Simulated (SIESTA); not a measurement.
## HfB under changes of volume

One of the cells (12.326 Å³/atom); the others are scaled copies at fixed shape and fractional positions:

```
Hf B
1.0
     0.00000    2.31000    2.31000
     2.31000    0.00000    2.31000
     2.31000    2.31000    0.00000
Hf B
1 1
Direct
  0.50000 0.50000 0.50000
  0.00000 0.00000 0.00000
```

```yaml
Program: SIESTA 5.4.2
Functional: LDA
Potentials_or_basis: PseudoDojo 0.4 standard (LDA files)
Basis: DZP (energy shift 0.003 Ry; two zetas on semicore shells)
Grid_cutoff: 800 Ry
Energy_shift: 0.003 Ry
k_mesh: 10 × 10 × 10
Occupations: fermi-dirac, width 0.05 eV
Spin: no spin polarisation
```

| volume (Å³/atom) | energy over the lowest point (meV/atom) | pressure (GPa) |
| --- | --- | --- |
| 11.587 | 182.76 | 37.2 |
| 11.833 | 130.90 | 30.7 |
| 12.080 | ? | ? |
| 12.326 | 55.15 | 19.2 |
| 12.573 | 29.68 | 14.3 |
| 12.819 | 11.51 | 9.7 |
| 13.066 | 0.00 | 5.6 |

Q: What does the run at 12.080 Å³/atom give?

A: Energy over the lowest point 88.64 meV/atom; pressure 24.7 GPa.

Worked out: A Birch-Murnaghan fit of order 3 (a polynomial in V^(-2/3)) to the other rows has its minimum at 13.43 Å³/atom, just outside them, with B0 = V·E''(V) = 187 GPa and B' = 4.0. It gives 88.55 meV/atom at 12.080 Å³/atom, against the run's 88.64, and -dE/dV = 24.5 GPa, against 24.7.

Energies are extrapolated to zero smearing.

Caveats: short orbitals over semicore shells can move pressures by several GPa; the basis of atomic orbitals isn't converged, which shifts pressures, moduli and gaps.
